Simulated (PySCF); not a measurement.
# B9TeH9: NMR shieldings

Aim: compute the NMR shieldings of B9TeH9.

Computed with PySCF 2.14.0 and routines of our own; the level stands in each step. Atoms count from 0.

## Step 1: The system as given

19 atoms, charge 0, multiplicity 1; geometry from: GFN2-xTB.

## Step 2: Relaxing the molecule at PBE0-D3(BJ)/def2-SVP

Job settings and geometry (Å):

```
{"job": {"xc": "PBE0", "basis": "def2-SVP", "d3": "d3bj", "grid": 1, "maxiter": 30, "shake": 0.03, "kind": "geom"}, "charge": 0, "multiplicity": 1}
B      0.216840     0.604550    -1.227860
Te    -0.367310     1.224500     1.856930
B      1.236030     0.867510     0.136510
B      1.160910    -0.692800    -0.560390
B     -0.779890    -0.814410    -0.862830
B      0.871520    -0.621120     1.224540
B     -0.044080     1.947770    -0.190500
B     -1.095930    -0.724550     0.905040
B      0.035120    -1.750230     0.392730
B     -1.376060     0.728570    -0.217630
H      0.287100     0.969610    -2.341190
H      2.357210     1.385890     0.378430
H      1.879180    -1.120760    -1.183820
H     -1.450140    -1.319560    -1.649920
H      1.567370    -0.958880     2.139060
H     -0.108170     3.158140    -0.340240
H     -2.040310    -1.081480     1.574510
H      0.062150    -2.918820     0.425090
H     -2.474270     1.109510    -0.373880
```

On the command line:

```console
$ OMP_NUM_THREADS=1 python heavy_run.py task.json out
```

One launch serves the whole session: the jobs run in the order shown.

Standard output:

```text
step   0  E = -496.71290223  max force = 0.120041
step   1  E = -496.74500167  max force = 0.039360
step   2  E = -496.75164214  max force = 0.016997
step   3  E = -496.75416730  max force = 0.010512
step   4  E = -496.75478520  max force = 0.007598
step   5  E = -496.75536615  max force = 0.002474
step   6  E = -496.75546025  max force = 0.002211
step   7  E = -496.75554800  max force = 0.001228
step   8  E = -496.75556393  max force = 0.000739
step   9  E = -496.75557597  max force = 0.000609
step  10  E = -496.75558414  max force = 0.000426
optimisation converged
```

Run time: 4.1 min. Hardware: 1 thread of Arm Neoverse V2, shared host; peak memory 0.95 GiB.

Step by step:

```
step  energy from step 0 (eV)  largest force component (eV/Å)
   0                   0.0000                          6.1728
   1                  -0.8735                          2.0240
   2                  -1.0542                          0.8740
   3                  -1.1229                          0.5405
   4                  -1.1397                          0.3907
   5                  -1.1555                          0.1272
   6                  -1.1581                          0.1137
   7                  -1.1605                          0.0631
   8                  -1.1609                          0.0380
   9                  -1.1612                          0.0313
  10                  -1.1614                          0.0219
```

Distances of close pairs at the start and the end, largest changes first:

```
  bond  before (Å)  after (Å)  change (Å)
B3–H12       1.043      1.204      +0.161
 B3–B4       1.968      1.826      -0.142
 B2–B6       1.707      1.814      +0.107
 B3–B8       1.815      1.711      -0.104
 B7–B8       1.611      1.695      +0.085
 B0–B9       1.890      1.806      -0.084
 B0–B2       1.723      1.805      +0.082
 B7–B9       1.858      1.933      +0.075
```

The next job starts from the end point, and lists it.

```
                         at the end point                value
  point group (found at 0.08 Å tolerance)                   Cs
rotational constants (GHz, main isotopes)  1.938, 1.014, 0.926
                        dipole moment (D)                 4.33
```

## Step 3: NMR shieldings: PBE0/pcSseg-1 Te:us-x2c-TZVPall-2c, spin–orbit

Job settings and geometry (Å):

```
{"job": {"kind": "hnmr", "xc": "PBE0", "basis": {"default": "pcSseg-1", "Te": "us-x2c-TZVPall-2c"}, "rel": "so"}, "charge": 0, "multiplicity": 1}
B      0.151470     0.652028    -1.223824
Te    -0.346375     1.287742     1.818464
B      1.308250     0.880206     0.143222
B      1.039208    -0.740823    -0.523658
B     -0.763280    -0.832219    -0.799433
B      0.860925    -0.639653     1.253645
B     -0.064822     1.996496    -0.253710
B     -1.134837    -0.741090     0.946696
B      0.034792    -1.814330     0.351397
B     -1.377298     0.743861    -0.266851
H      0.310944     0.982327    -2.367836
H      2.388151     1.366405     0.330375
H      1.998790    -1.139051    -1.132786
H     -1.450109    -1.310246    -1.664006
H      1.547094    -0.904078     2.202909
H     -0.093912     3.174152    -0.458207
H     -2.041932    -1.085588     1.654063
H      0.075999    -3.002143     0.492373
H     -2.505788     1.119444    -0.418253
```

With the program's defaults for keys left out, this is: PBE0/pcSseg-1 Te:us-x2c-TZVPall-2c GIAO NMR shielding, X2C with spin-orbit coupling, screened-nuclear two-electron part, Gaussian nuclei, gas phase.

Standard output:

```text
spin-free SCF
coarse grid: 76896 points
cycle   1  E = -7022.1370002870  dE =  2.317e+00  |g| = 7.009e-01  |ddm| = 1.573e+01
cycle   2  E = -7021.5690272432  dE =  5.680e-01  |g| = 1.521e+00  |ddm| = 2.824e+00
cycle   3  E = -7022.2955675425  dE = -7.265e-01  |g| = 9.873e-02  |ddm| = 2.004e+00
cycle   4  E = -7022.2955163266  dE =  5.122e-05  |g| = 9.717e-02  |ddm| = 2.395e-01
cycle   5  E = -7022.2979792274  dE = -2.463e-03  |g| = 3.566e-02  |ddm| = 1.387e-01
cycle   6  E = -7022.2982634084  dE = -2.842e-04  |g| = 7.610e-03  |ddm| = 4.355e-02
cycle   7  E = -7022.2982800974  dE = -1.669e-05  |g| = 1.821e-03  |ddm| = 1.133e-02
cycle   8  E = -7022.2982809386  dE = -8.412e-07  |g| = 5.667e-04  |ddm| = 2.670e-03
final grid: 163264 points
cycle   9  E = -7022.2963501919  dE = -7.772e-07  |g| = 1.415e-03  |ddm| = 5.458e-03
cycle  10  E = -7022.2963498905  dE =  3.015e-07  |g| = 1.423e-03  |ddm| = 2.402e-03
cycle  11  E = -7022.2963503071  dE = -4.167e-07  |g| = 5.209e-04  |ddm| = 1.968e-03
cycle  12  E = -7022.2963503601  dE = -5.294e-08  |g| = 2.106e-04  |ddm| = 6.537e-04
cycle  13  E = -7022.2963503721  dE = -1.199e-08  |g| = 1.869e-05  |ddm| = 2.773e-04
cycle  14  E = -7022.2963503722  dE = -1.191e-10  |g| = 3.248e-06  |ddm| = 2.584e-05
converged SCF energy = -7022.2963503722
two-component SCF
cycle   1  E = -7021.4681608699  dE = -7.021e+03  |FDS-SDF| = 5.321e+01
cycle   2  E = -7023.3716832820  dE = -1.904e+00  |FDS-SDF| = 3.693e-01
cycle   3  E = -7023.3723763275  dE = -6.930e-04  |FDS-SDF| = 1.177e-02
cycle   4  E = -7023.3724116544  dE = -3.533e-05  |FDS-SDF| = 6.561e-03
cycle   5  E = -7023.3724180283  dE = -6.374e-06  |FDS-SDF| = 2.968e-03
cycle   6  E = -7023.3724210885  dE = -3.060e-06  |FDS-SDF| = 1.385e-03
cycle   7  E = -7023.3724221175  dE = -1.029e-06  |FDS-SDF| = 4.112e-04
cycle   8  E = -7023.3724222135  dE = -9.598e-08  |FDS-SDF| = 1.064e-04
cycle   9  E = -7023.3724222202  dE = -6.671e-09  |FDS-SDF| = 4.997e-05
converged, E = -7023.3724222202

Field gradients (au) and densities at the nuclei (bohr^-3)
atom        Vxx        Vyy        Vzz        centre      nuclear mean
  0 B     -0.0157    -0.1329     0.1486         64.480         64.480
  1 Te    -0.2591    -1.5436     1.8027     208389.134     206618.898
  2 B     -0.0693    -0.2058     0.2751         64.527         64.527
  3 B     -0.0124    -0.1154     0.1278         64.466         64.466
  4 B     -0.0117    -0.1159     0.1277         64.467         64.467
  5 B      0.0153     0.1969    -0.2121         64.537         64.537
  6 B      0.0364     0.1856    -0.2220         64.579         64.579
  7 B      0.0145     0.1976    -0.2122         64.537         64.537
  8 B      0.0622     0.0676    -0.1298         64.518         64.518
  9 B     -0.0689    -0.2056     0.2746         64.526         64.526
 10 H     -0.1035    -0.1107     0.2142          0.361          0.361
 11 H     -0.1004    -0.1158     0.2161          0.363          0.363
 12 H     -0.1028    -0.1105     0.2133          0.359          0.359
 13 H     -0.1034    -0.1111     0.2144          0.360          0.360
 14 H     -0.1018    -0.1118     0.2136          0.364          0.364
 15 H     -0.1066    -0.1128     0.2194          0.362          0.362
 16 H     -0.1018    -0.1119     0.2136          0.364          0.364
 17 H     -0.1106    -0.1107     0.2213          0.363          0.363
 18 H     -0.1004    -0.1158     0.2162          0.363          0.363
without picture change
  1 Te                           1.9616                    436492.669

Core orbital energies (eV)
atom   shell        mean    spread
  1 Te 1s       -31667.139   0.000
  1 Te 2s        -4882.234   0.000
  1 Te 3s         -983.734   0.000
  1 Te 4s         -173.367   0.000
  1 Te 5s          -20.189   0.000
  1 Te 2p1/2     -4570.972   0.000
  1 Te 2p3/2     -4297.042   0.007
  1 Te 3p1/2      -855.605   0.000
  1 Te 3p3/2      -804.022   0.018
  1 Te 4p1/2      -128.805   0.000
  1 Te 4p3/2      -118.969   0.039
  1 Te 3d3/2      -578.600   0.018
  1 Te 3d5/2      -567.997   0.023
  1 Te 4d3/2       -47.354   0.037
  1 Te 4d5/2       -45.867   0.050

Shielding tensors (ppm)
atom      isotropic    diamagn.    paramagn.     s11        s22        s33       span
  0 B       112.56      195.60      -83.04      77.00     111.29     149.40      72.39
  1 Te     4910.32     4980.34      -70.02    3515.56    4991.01    6224.39    2708.83
  2 B       127.81      197.68      -69.87      89.38     123.71     170.34      80.96
  3 B       136.23      195.87      -59.64     105.27     139.18     164.24      58.97
  4 B       136.32      195.87      -59.55     105.31     139.31     164.34      59.04
  5 B       126.00      195.59      -69.59      92.00     131.61     154.38      62.37
  6 B        95.30      195.60     -100.29      69.75     105.86     110.30      40.55
  7 B       126.05      195.57      -69.53      91.96     131.69     154.49      62.53
  8 B        87.49      191.23     -103.74      73.30      93.95      95.22      21.93
  9 B       127.93      197.67      -69.74      89.48     124.03     170.29      80.81
 10 H        26.10       27.31       -1.21      19.80      20.30      38.20      18.41
 11 H        30.76       28.73        2.03      24.31      25.76      42.20      17.89
 12 H        31.41       26.98        4.43      23.88      28.63      41.72      17.84
 13 H        31.45       26.98        4.47      23.90      28.67      41.77      17.86
 14 H        28.58       28.97       -0.38      20.24      25.48      40.03      19.79
 15 H        24.95       29.52       -4.57      18.98      21.74      34.13      15.14
 16 H        28.58       28.95       -0.37      20.23      25.49      40.03      19.80
 17 H        24.92       28.16       -3.24      20.68      21.23      32.86      12.18
 18 H        30.77       28.72        2.04      24.31      25.75      42.24      17.92
```

Wall time 7.4 min (1 thread of Arm Neoverse V2, shared host); peak memory 2.1 GiB.

Key values:

```
                       quantity       value
energy from spin-orbit coupling  -1.0761 Eh
```

The fields below are evaluated on a grid from the run's orbitals.

Frontier orbitals at PBE0/us-x2c-TZVPall-2c+pcSseg-1, with the share of their density that lies nearest to each atom:

```
orbital  energy (eV)                                                                   lies on
   HOMO        -8.04  B6, B8 about 16 % each; B2, B9 about 12 % each; 4 B atoms about 7 % each
   LUMO        -2.99                                       Te1 40 %; B2, B6, B9 about 8 % each
```

ELF in a plane through or near 6 of the atoms.

Ten even steps from ' ' (0.00) to '@' (1.00):
```
                                                        
                                                        
                      ..                                
                ..##@@@@%%::                            
                ++@@@@@@@@**                            
                ==@@@@@@@@**..  ..::::                  
                ..**@@%%++++++==--==--..                
        ..--::..::==**..--++%%==::====..                
      ..##@@%%##==**%%==..++##--::****--::::::          
      **@@@@@@@@------++::....--**##**==**%%%%==        
      **@@@@@@@@--==::++::....--**%%++==**####==        
      ..##@@@@##==**%%++..++##--..****--::::::          
        ..::::..::==++::--++%%==..====..                
                ..**@@@@++++++==--==--..                
                ++@@@@@@@@**..  ..--::                  
                **@@@@@@@@**                            
                ..##@@@@%%::                            
                                                        
                                                        
                                                        
```
The map spans 11.5 Å across and 10.2 Å up, centred on the molecule. Atoms in the plane (x, y in Å): B2 (-0.8, 1.4), B6 (-2.0, 0.0), B9 (-0.8, -1.4), H11 (-1.2, 2.5), H15 (-3.2, 0.0), H18 (-1.2, -2.5).

On the surface of density 0.002 e/bohr³ the electrostatic potential runs, from the 1st to the 99th percentile, from -0.60 to 1.81 V.

## Step 4: NMR shieldings: PBE0/pcSseg-1 Te:us-x2c-TZVPall-2c, spin-free

The job, as its differences from that of step 3:

```diff
@@ -1,2 +1,2 @@
-{"job": {"kind": "hnmr", "xc": "PBE0", "basis": {"default": "pcSseg-1", "Te": "us-x2c-TZVPall-2c"}, "rel": "so"}, "charge": 0, "multiplicity": 1}
+{"job": {"kind": "hnmr", "xc": "PBE0", "basis": {"default": "pcSseg-1", "Te": "us-x2c-TZVPall-2c"}, "rel": "sf"}, "charge": 0, "multiplicity": 1}
 B      0.151470     0.652028    -1.223824
```

Method: PBE0/pcSseg-1 Te:us-x2c-TZVPall-2c GIAO NMR shielding, spin-free X2C, Gaussian nuclei, gas phase.

Standard output:

```text
spin-free SCF
coarse grid: 76896 points
cycle   1  E = -7022.1370002870  dE =  2.317e+00  |g| = 7.009e-01  |ddm| = 1.573e+01
cycle   2  E = -7021.5690272432  dE =  5.680e-01  |g| = 1.521e+00  |ddm| = 2.824e+00
cycle   3  E = -7022.2955675425  dE = -7.265e-01  |g| = 9.873e-02  |ddm| = 2.004e+00
cycle   4  E = -7022.2955163266  dE =  5.122e-05  |g| = 9.717e-02  |ddm| = 2.395e-01
cycle   5  E = -7022.2979792274  dE = -2.463e-03  |g| = 3.566e-02  |ddm| = 1.387e-01
cycle   6  E = -7022.2982634084  dE = -2.842e-04  |g| = 7.610e-03  |ddm| = 4.355e-02
cycle   7  E = -7022.2982800974  dE = -1.669e-05  |g| = 1.821e-03  |ddm| = 1.133e-02
cycle   8  E = -7022.2982809386  dE = -8.412e-07  |g| = 5.667e-04  |ddm| = 2.670e-03
final grid: 163264 points
cycle   9  E = -7022.2963501919  dE = -7.772e-07  |g| = 1.415e-03  |ddm| = 5.458e-03
cycle  10  E = -7022.2963498905  dE =  3.015e-07  |g| = 1.423e-03  |ddm| = 2.402e-03
cycle  11  E = -7022.2963503071  dE = -4.167e-07  |g| = 5.209e-04  |ddm| = 1.968e-03
cycle  12  E = -7022.2963503601  dE = -5.294e-08  |g| = 2.106e-04  |ddm| = 6.537e-04
cycle  13  E = -7022.2963503721  dE = -1.199e-08  |g| = 1.869e-05  |ddm| = 2.773e-04
cycle  14  E = -7022.2963503722  dE = -1.191e-10  |g| = 3.248e-06  |ddm| = 2.584e-05
converged SCF energy = -7022.2963503722
check of the scalar solution
cycle   1  E = -7022.2963503721  dE = -7.022e+03  |FDS-SDF| = 5.913e+00
cycle   2  E = -7022.2979820191  dE = -1.632e-03  |FDS-SDF| = 4.269e-03
cycle   3  E = -7022.2979820204  dE = -1.288e-09  |FDS-SDF| = 1.154e-04
cycle   4  E = -7022.2979820204  dE =  1.728e-11  |FDS-SDF| = 8.078e-05
converged, E = -7022.2979820204

Field gradients (au) and densities at the nuclei (bohr^-3)
atom        Vxx        Vyy        Vzz        centre      nuclear mean
  0 B     -0.0160    -0.1329     0.1489         64.480         64.480
  1 Te    -0.2650    -1.5456     1.8106     208247.341     206477.107
  2 B     -0.0694    -0.2060     0.2754         64.527         64.527
  3 B     -0.0123    -0.1154     0.1277         64.466         64.466
  4 B     -0.0117    -0.1159     0.1276         64.467         64.467
  5 B      0.0155     0.1967    -0.2122         64.537         64.537
  6 B      0.0370     0.1849    -0.2219         64.579         64.579
  7 B      0.0147     0.1975    -0.2122         64.537         64.537
  8 B      0.0620     0.0678    -0.1298         64.518         64.518
  9 B     -0.0690    -0.2058     0.2748         64.526         64.526
 10 H     -0.1035    -0.1107     0.2142          0.361          0.361
 11 H     -0.1004    -0.1158     0.2161          0.363          0.363
 12 H     -0.1028    -0.1105     0.2133          0.359          0.359
 13 H     -0.1034    -0.1111     0.2144          0.360          0.360
 14 H     -0.1018    -0.1118     0.2136          0.364          0.364
 15 H     -0.1066    -0.1128     0.2194          0.362          0.362
 16 H     -0.1018    -0.1119     0.2136          0.364          0.364
 17 H     -0.1106    -0.1107     0.2213          0.363          0.363
 18 H     -0.1004    -0.1158     0.2162          0.363          0.363
without picture change
  1 Te                           1.9781                    436510.266

Core orbital energies (eV)
atom   shell        mean    spread
  1 Te 1s       -31669.046   0.000
  1 Te 2s        -4882.627   0.000
  1 Te 3s         -983.842   0.000
  1 Te 4s         -173.404   0.000
  1 Te 5s          -20.200   0.000
  1 Te 2p        -4384.812   0.011
  1 Te 3p         -820.607   0.030
  1 Te 4p         -122.142   0.066
  1 Te 3d         -572.290   0.026
  1 Te 4d          -46.484   0.066

Shielding tensors (ppm)
atom      isotropic    diamagn.    paramagn.     s11        s22        s33       span
  0 B       112.39      195.35      -82.96      77.39     107.87     151.93      74.53
  1 Te     3836.31     5424.97    -1588.66    2482.57    3857.22    5169.14    2686.58
  2 B       127.41      197.40      -69.99      88.48     123.56     170.20      81.72
  3 B       137.47      195.61      -58.14     106.54     141.31     164.56      58.02
  4 B       137.56      195.61      -58.05     106.58     141.45     164.64      58.07
  5 B       124.41      195.27      -70.87      89.84     129.93     153.46      63.61
  6 B        91.58      195.13     -103.55      62.75     104.01     107.98      45.23
  7 B       124.46      195.26      -70.80      89.82     130.01     153.55      63.73
  8 B        87.10      190.84     -103.74      71.10      94.69      95.53      24.43
  9 B       127.53      197.39      -69.86      88.57     123.89     170.14      81.57
 10 H        28.33       27.32        1.02      21.77      24.49      38.74      16.97
 11 H        29.98       28.78        1.20      22.69      24.94      42.32      19.63
 12 H        29.54       27.02        2.52      22.81      24.37      41.43      18.62
 13 H        29.56       27.02        2.55      22.83      24.40      41.47      18.64
 14 H        29.20       28.96        0.24      21.17      26.29      40.14      18.97
 15 H        25.85       29.49       -3.64      19.72      23.45      34.37      14.65
 16 H        29.20       28.95        0.25      21.16      26.30      40.14      18.98
 17 H        25.86       28.16       -2.30      22.02      22.36      33.18      11.16
 18 H        29.99       28.77        1.22      22.69      24.94      42.35      19.66
```

Wall time 2.6 min (1 thread of Arm Neoverse V2, shared host); peak memory 1.5 GiB.

## Step 5: Shieldings side by side

```
                                                   run     Te1    B6   H10   H13   H12     B5     B7     time
step 3, PBE0/pcSseg-1 Te:us-x2c-TZVPall-2c, spin–orbit  4910.3  95.3  26.1  31.4  31.4  126.0  126.0  7.4 min
 step 4, PBE0/pcSseg-1 Te:us-x2c-TZVPall-2c, spin-free  3836.3  91.6  28.3  29.6  29.5  124.4  124.5  2.6 min
```

## Step 6: Results

| quantity | value |
| --- | --- |
| point group | Cs |
| rotational constants (main isotopes) | 1.94, 1.01, 0.93 GHz |
| energy from spin-orbit coupling (step 3, PBE0/pcSseg-1 Te:us-x2c-TZVPall-2c, spin–orbit) | -1.0761 Eh |
| shieldings (step 3, PBE0/pcSseg-1 Te:us-x2c-TZVPall-2c, spin–orbit) | B0 112.6, Te1 4910.3, B2 127.8, B3 136.2, B4 136.3, B5 126.0, B6 95.3, B7 126.0, B8 87.5, B9 127.9 ppm |
| surface potential, 1st and 99th percentile | -0.60 V and 1.81 V |
| shieldings (step 4, PBE0/pcSseg-1 Te:us-x2c-TZVPall-2c, spin-free) | B0 112.4, Te1 3836.3, B2 127.4, B3 137.5, B4 137.6, B5 124.4, B6 91.6, B7 124.5, B8 87.1, B9 127.5 ppm |

What this shows: The start was shaken at random, so part of the energy gained undoes that. Over 10 steps the energy fell by 1.161 eV; of the close pairs, B3–H12 changed most, 1.043 to 1.204 Å. No frequency check was run at this level, so the end point may be a saddle. A contracted two-component basis is stiff near heavy nuclei, so the absolute shieldings of the heavy atoms from it are rough. In step 3, Te1 has the widest tensor, 2709 ppm. At PBE0/us-x2c-TZVPall-2c+pcSseg-1, counted by nearest atom on the grid, the HOMO lies on B6, B8 about 16 % each; B2, B9 about 12 % each, the LUMO on Te1 40 %; B2, B6, B9 about 8 % each. Te1 moves most between the runs, by 1074 ppm; the labels say what changes from run to run.
